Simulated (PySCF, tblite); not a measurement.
# C₅H₁₀O₂SSi₂: geometry, infrared bands and NMR shifts

What infrared bands and NMR shifts should C₅H₁₀O₂SSi₂ (`[SiH3]OCc1cscc1O[SiH3]`) show?

Computed with tblite 0.8.0 and PySCF 2.14.0, with density-fitted response routines of our own, on a single molecule in the gas phase. Atoms count from 0, in the outputs and in this text.

## 1. The molecule as given

20 atoms, charge 0, multiplicity 1; geometry from: force field or distance geometry start.

Bonds of the start (Å): Si0–O1 1.67, O1–C2 1.42, C2–C3 1.50, C3–C4 1.38, C4–S5 1.71, S5–C6 1.71, C6–C7 1.39, C7–O8 1.35, O8–Si9 1.67, C7–C3 1.43, Si0–H10 1.48, Si0–H11 1.47, Si0–H12 1.49, C2–H13 1.11, C2–H14 1.10, C4–H15 1.08, C6–H16 1.08, Si9–H17 1.49, Si9–H18 1.48, Si9–H19 1.48.

## 2. Optimising the geometry with GFN2-xTB

Job settings and geometry (Å):

```
{"job": {"kind": "relax", "xc": "GFN2-xTB", "basis": "xTB"}, "charge": 0, "multiplicity": 1}
Si     3.401900     1.876100    -0.086700
O      2.430500     0.567200    -0.426600
C      1.066300     0.633900    -0.054800
C      0.312000    -0.613300    -0.423800
C      0.863500    -1.738200    -1.012000
S     -0.275700    -2.983900    -1.281500
C     -1.527400    -2.049200    -0.589400
C     -1.084400    -0.807900    -0.159400
O     -1.824600     0.157300     0.425600
Si    -3.452500     0.075400     0.777300
H      3.363700     2.139700     1.371500
H      4.778400     1.608500    -0.527100
H      2.846700     3.063300    -0.786900
H      0.585800     1.477200    -0.585100
H      0.959700     0.804800     1.027100
H      1.891400    -1.874300    -1.310400
H     -2.515000    -2.483200    -0.532200
H     -3.715100    -1.058500     1.700000
H     -4.230000    -0.128100    -0.467100
H     -3.880200     1.343800     1.419700
```

Command:

```bash
$ OMP_NUM_THREADS=1 python probes_run.py task.json out
```

One launch serves the whole session: the jobs run in the order shown.

**Question.** This job is followed by: GFN2-xTB harmonic vibrations, gas phase; GIAO PBE0/pcSseg-1 NMR shielding, non-relativistic, gas phase. Predict these results of the whole session: strongest single infrared mode (GFN2-xTB); zero-point energy (GFN2-xTB); 13C shifts against TMS (PBE0/pcSseg-1); 1H shifts against TMS (PBE0/pcSseg-1, means over atoms taken as alike); 29Si shifts against TMS (PBE0/pcSseg-1); 17O shifts against H2O (PBE0/pcSseg-1); 33S shifts against CS2 (PBE0/pcSseg-1).

**Answer**, as computed:

| quantity | value |
| --- | --- |
| strongest single infrared mode (GFN2-xTB) | 2240 cm⁻¹, 396 km/mol |
| zero-point energy (GFN2-xTB) | 81.3 kcal/mol |
| 13C shifts against TMS (PBE0/pcSseg-1) | 155.1, 138.8, 127.3, 107.4, 67.0 ppm |
| 1H shifts against TMS (PBE0/pcSseg-1, means over atoms taken as alike) | 7.14, 6.07, 5.13, 5.06, 5.00 ppm |
| 29Si shifts against TMS (PBE0/pcSseg-1) | -35.3, -39.8 ppm |
| 17O shifts against H2O (PBE0/pcSseg-1) | 76.8, 4.5 ppm |
| 33S shifts against CS2 (PBE0/pcSseg-1) | 164 ppm |

What this shows: Relaxing lowered the energy by 0.295 eV in 50 steps; the close pair that moved most is Si0–O1, from 1.665 to 1.620 Å. No mode is imaginary among the 54: a minimum at this level. The strongest single mode, at 2240 cm⁻¹, moves mainly H17 and H18. Unscaled tight-binding wavenumbers are off by several per cent, some by more. Its intensities can rank the bands wrongly. At PBE0/pcSseg-1: The widest tensor belongs to S5: span 277 ppm, with a paramagnetic part of -717 ppm. NICS(1)zz of -24 ppm above the planar ring from C3 marks a diatropic (aromatic) ring current.
